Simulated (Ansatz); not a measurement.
# RuCO (singlet): from Hartree-Fock to the top rungs at a displaced geometry (v1), def2-SVP

The task here is to estimate one member of a computed series from the others.

Method: def2-SVP, core rule «outside noble gas», up to 6 orbitals frozen; program: Ansatz 0.2.0, Gaussian basis.

The runs, in order: UHF; CCSD(T) on RHF; CCSD(T) on UHF; CISD; CCSDT(Q) on RHF; CASSCF and NEVPT2, 8 electrons in 8 orbitals.

7 further runs of the same task are left out: 3 that didn't finish, 4 set aside as unsound or not needed. Runs told in other sessions of the task aren't counted.

## The system

The geometry is a PBE0/def2-TZVP stationary point (not a proven minimum) with its atoms shifted at random (size 0.040 Å). No spin-orbit coupling is included. Elements past krypton take def2 core potentials.

3 atoms, charge 0, spin multiplicity 1.

Atoms are counted from 1 here; the program's logs count them from 0.

Bond lengths: Ru1–C2 1.771 Å, C2–O3 1.209 Å. Angles: Ru1–C2–O3 175.9°.

Set-up of the first run:

in.yaml

```yaml
crystal:
  periodic: [false, false, false]
  atoms:
    - {symbol: Ru, position_ang: [-0.015433, -0.009008, 1.582773]}
    - {symbol: C, position_ang: [-0.016266, -0.025151, -0.187980]}
    - {symbol: O, position_ang: [0.031698, 0.034159, -1.394793]}
basis:
  gaussian: {orbitals: def2-SVP}
magnetization: {spin_polarized: true, initial_magnetization: 0}
hamiltonian: {xc: hf}
output: {orbitals: {seedname: orbitals}}
```

The run is started by

```bash
$ ansatz run in.yaml --threads 1 --pin off --events-out ev --progress --plain --max-ram 2393MiB
```

Steps of the session up to this table: UHF; CCSD(T) on RHF; CCSD(T) on UHF; CISD; CCSDT(Q) on RHF; CASSCF and NEVPT2, 8 electrons in 8 orbitals.

One table of the session follows, with a row left open; its other results are not shown here.

```
   method  from RCCSDT(Q) (kcal/mol)
      UHF                    +327.55
     RMP2                          ?
     UMP2                      +2.08
    RCCSD                     +31.53
    UCCSD                      +8.88
 RCCSD(T)                      +9.20
 UCCSD(T)                     -10.26
   RCCSDT                      +4.59
RCCSDT(Q)                          0
```

Q: Estimate the row for RMP2 from the others.

As computed: from RCCSDT(Q) (kcal/mol): +27.00. In the column «from RCCSDT(Q) (kcal/mol)» it lies between RCCSD(T) (+9.20) and RCCSD (+31.53).

Not comparable, so not listed: CISD (they don't share determinant, frozen orbitals or solution with the rows shown, or repeat one).

Left out of the table: CASSCF frontier, NEVPT2 frontier (the active space lost an orbital or holds another state than full CI finds).

Limits of these values: The determinant of HF (⟨S²⟩ 1.02) is far from a pure spin state, so its energy mixes those of several spin states; that is harmless only where they are near-degenerate. The determinant of CCSD(T) (⟨S²⟩ 1.02) is far from a pure spin state, so its energy mixes those of several spin states; high orders of coupled cluster remove much of that, low ones don't. Left out of the table: RHF (another determinant or state than the rows shown). The program flags UCCSD(T) as in doubt, so read those rows with care; the flags are other amplitudes. Warnings: restricted reference is unstable; spin contamination; coupled cluster took another determinant than the lowest; large T1 diagnostic. Restricted and unrestricted rows rest on different reference determinants; a gap between their highest levels can come from leftover correlation error, from unlike frozen cores or from another state. Warnings in the runs' records: passed over end.
